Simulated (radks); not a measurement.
# Ionisation of Cd⁺: one atom, several choices of exchange strength α

One table from this session's results is given with a row withheld; the runs are named, their logs left out.

The numbers are computed with radks (a radial shooting solver on a logarithmic mesh, Libxc functionals) version 1 (scalar-relativistic Kohn-Sham, spin-polarised, spherical densities, finite nucleus; open shells are filled with parallel spins first), except any that are marked as measured or tabulated.

## What is computed

* element: cadmium (Z = 48)
* charge: +1
* electrons: 47
* configuration: [Kr] 4d10 5s1
* ion: Cd²⁺, [Kr] 4d10
* choices: α = 0.559; α = 0.648; α = 0.667; α = 0.708; α = 0.782; α = 0.936

Outer shells as boxes (Hund's rule):

Cd⁺
```
[Kr] core
4d [↑↓][↑↓][↑↓][↑↓][↑↓]
5s [↑ ]
```

Cd²⁺
```
[Kr] core
4d [↑↓][↑↓][↑↓][↑↓][↑↓]
```

The first run:

The run's settings:

```text
Z 48
configuration [Kr] 4d10 5s1
relativity scalar-relativistic
functional xalpha 0.559
spin polarised
nucleus finite rms 4.6087 fm
c 137.035999084
```

Among the steps run: α = 0.559: Cd⁺.

One of the session's tables, all rows but one given; the rest of the session is left out.

Radial moments (bohr):

```
  level     <r>  outermost maximum (interpolated)  90 % within  nodes
  4s up       ?                                 ?            ?      ?
4s down  0.8822                             0.797         1.28      3
  4p up  0.9665                             0.848         1.43      2
4p down  0.9653                             0.848         1.43      2
  4d up   1.317                             0.992         2.12      1
4d down   1.298                             0.990         2.08      1
  5s up   2.727                              2.29         4.05      4
5s down   2.712                              2.26         4.05      4
```

Q: Estimate the row for 4s up from the others.

**Answer.** <r>: 0.8826; outermost maximum (interpolated): 0.797; 90 % within: 1.28; nodes: 3. In the column «<r>» it lies between 4s down (0.8822) and 4p down (0.9653).
